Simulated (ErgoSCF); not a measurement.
# NaBr (SMILES [Na][Br]) at 5 levels

Aim: a comparison of 5 runs (HF/STO-3G, HF/def2-SVP, BLYP/def2-SVP, PBE0/def2-SVP, PBE/def2-SVPD) of NaBr. 

The calculation is run with ErgoSCF 3.8.

1 further run of the same task is left out (it didn't finish).

**1. The system as given**

The species is NaBr (2 atoms), meant as a singlet with charge 0. As SMILES, `[Na][Br]`. The shape comes from GFN2-xTB, which is rough for such elements, and wasn't checked as a minimum.

Bond lengths: Na1–Br2 2.494 Å.

**2. The energy at HF/STO-3G (run 1)**

job.ego

```
set_nthreads(1)
molecule_inline
Na 2.00636002 -0.71329602 1.01034207
Br -2.00636002 0.71329602 -1.01034207
EOF
charge = 0
scf.output_mulliken_pop = 1
scf.max_number_of_iterations = 120
spin_polarization = 0
tmpdir = "."
scf.use_diagonalization = 1
basis = "STO-3G"
run "HF"
```

The basis set STO-3G is read from a file made from the Basis Set Exchange's data (not shown).

Command:

```console
$ ergo < job.ego
```

What it wrote:

```text
[...]
INSC SCF_general constructor, number of basis functions: 27
[...]
INSC Energy   1 =      -2644.00243232846
[...]
INDE E_LUMO =          0.38424708543
[...]
INSC Energy   9 =      -2704.58062494146  ( diff     -0.000000000014097 )
[...]
RESC CONVERGED after   9 iterations.
RESC FINAL ENERGY:      -2704.58062494146
[...]
INSC SCF: dipole_moment_x [atomic units] =       3.33757530
INSC SCF: dipole_moment_y [atomic units] =      -1.18656630
INSC SCF: dipole_moment_z [atomic units] =       1.68070172
[...]
```

It took 1.5 s on 1 thread of Arm Neoverse V2, shared host; peak memory 0.26 GiB.

**3. A single-point energy at HF/def2-SVP (run 2)**

ergo.in

```
set_nthreads(1)
scf.use_diagonalization = 1
basis = "def2-SVP"
scf.max_number_of_iterations = 120
scf.output_mulliken_pop = 1
tmpdir = "."
molecule_inline
Na 2.00636002 -0.71329602 1.01034207
Br -2.00636002 0.71329602 -1.01034207
EOF
run "HF"
```

The basis set def2-SVP is read from a file made from the Basis Set Exchange's data (not shown).

Command:

```console
$ ergo < ergo.in
```

What it wrote:

```text
[...]
INSC SCF_general constructor, number of basis functions: 47
[...]
INSC Energy   1 =      -1833.98029634046
[...]
INDE E_LUMO =         -0.01152335640
[...]
INSC Energy  13 =      -2733.97781354343  ( diff     -0.000000000008185 )
[...]
RESC CONVERGED after  13 iterations.
RESC FINAL ENERGY:      -2733.97781354343
[...]
INSC SCF: dipole_moment_x [atomic units] =       3.09458350
INSC SCF: dipole_moment_y [atomic units] =      -1.10017847
INSC SCF: dipole_moment_z [atomic units] =       1.55833842
[...]
```

Run time: 6.9 s. Hardware: 1 thread of Arm Neoverse V2, shared host; peak memory 0.26 GiB.

Runs 3 to 4 aren't shown in full; the table further down has their settings and results.

**4. The energy at PBE/def2-SVPD (run 5)**

mol.xyz

```xyz
2
BrNa
Na     1.061720    -0.377460     0.534650
Br    -1.061720     0.377460    -0.534650
```

input.ego

```
# PBE on BrNa
set_nthreads("env")
scf.use_diagonalization = 1
XC.radint = 1e-11
scf.max_number_of_iterations = 120
basis = "def2-SVPD"
tmpdir = "."
XC.sparse_mode = 0
scf.output_mulliken_pop = 1
XC.angint = 41
molecule "mol.xyz"
run "PBE"
```

The basis set def2-SVPD is read from a file made from the Basis Set Exchange's data (not shown).

Command:

```console
$ ergo input.ego
```

What it wrote:

```text
[...]
INDF Weighted mixed functional:
[...]
INSC Energy   1 =      -1573.02202375800
[...]
INDE E_LUMO =         -0.08342074525
[...]
INSC Energy  22 =      -2735.65044390658  ( diff     -0.000000000324235 )
[...]
RESC CONVERGED after  22 iterations.
RESC FINAL ENERGY:      -2735.65044390658
[...]
INSC SCF: dipole_moment_x [atomic units] =       2.89999914
INSC SCF: dipole_moment_y [atomic units] =      -1.03100027
INSC SCF: dipole_moment_z [atomic units] =       1.46035085
[...]
```

It took 11 s on 1 thread of Arm Neoverse V2, shared host; peak memory 0.26 GiB.

**5. All runs side by side**

| run | level | integration grid | radint | energy (Eh) | dipole moment (D) | wall time |
| --- | --- | --- | --- | --- | --- | --- |
| 1 | HF/STO-3G | – | – | -2704.580625 | 9.97 | 1.5 s |
| 2 | HF/def2-SVP | – | – | -2733.977814 | 9.24 | 6.9 s |
| 3 | BLYP/def2-SVP | Turbo | 1e-11 | -2736.170839 | 7.81 | 8.7 s |
| 4 | PBE0/def2-SVP | Turbo | 1e-11 | -2735.749799 | 8.60 | 9.9 s |
| 5 | PBE/def2-SVPD | Turbo | 1e-11 | -2735.650444 | 8.66 | 11 s |

**6. Summary of results**

| quantity | value |
| --- | --- |
| run 5: total energy | -2735.65044 Eh |
| run 5: dipole moment | 8.66 D |

In words: The dipole moment (its size) runs from 7.81 D (BLYP/def2-SVP) to 9.97 D (HF/STO-3G). The two ends differ in method and basis. Totals of different functionals can't be ranked against each other. In run 1 the basis is minimal, so the values are rough. All runs together took 38 s, the longest 11 s.
